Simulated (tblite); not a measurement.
# H12OP18: the cost of one run

Computed with tblite 0.8.0 and PySCF 2.14.0 and routines of our own; the level stands in each step. Atoms count from 0.

## (1) The system as given

31 atoms, charge 0, multiplicity 1; geometry from: force field, distance geometry or constructed start.

## (2) Geometry optimisation with GFN2-xTB

The job: settings as JSON, then the geometry in Å.

```
{"job": {"kind": "relax", "xc": "GFN2-xTB", "basis": "xTB"}, "charge": 0, "multiplicity": 1}
P     -2.400400    -1.119900    -2.801000
P     -2.408500    -1.115500     1.569700
P     -2.400100     1.009600    -3.503800
P     -2.406000     1.016300     0.865000
P      0.907700    -1.119300    -2.796000
P      2.562400    -1.118600    -1.319400
P     -0.748200    -1.116400    -1.320100
P      0.912100    -1.115400     1.578100
P      2.568400    -1.120200     3.058800
P     -0.751100    -1.118900     3.060800
P      0.906600     1.010700    -3.506900
P     -0.750800     1.009900    -4.987400
P      2.562300     1.012600     3.769600
P      0.910900     1.011300     5.244500
P      2.563500     1.017000    -0.611200
P      0.906800     1.012500     0.877500
P     -0.747900     1.013800     3.765500
P     -0.749400     1.008500    -0.612400
H     -3.449300    -1.116300    -1.863400
H     -3.445900    -1.117200     2.512800
H     -3.451000     1.015700    -4.436800
H     -3.449600     1.013400    -0.062500
H      3.612400    -1.113500    -2.243700
H      3.604800    -1.122400     2.124200
H      1.952500     1.014500    -4.437400
H     -0.754400    -0.318000    -5.425000
H      3.609700     1.014200     4.697400
H      0.908100    -0.316500     5.688500
H      3.609600     1.012300     0.320100
H     -1.790600     1.012300     4.701500
O     -2.401700    -2.139800    -3.898100
```

On the command line:

```bash
$ OMP_NUM_THREADS=2 python large_run.py task.json out
```

One launch serves the whole session: the jobs run in the order shown.

Q: Estimate the wall time and peak memory of this first job on 2 threads of Arm Neoverse V2, shared host.

About 3 s, with a peak of 0.16 GiB.
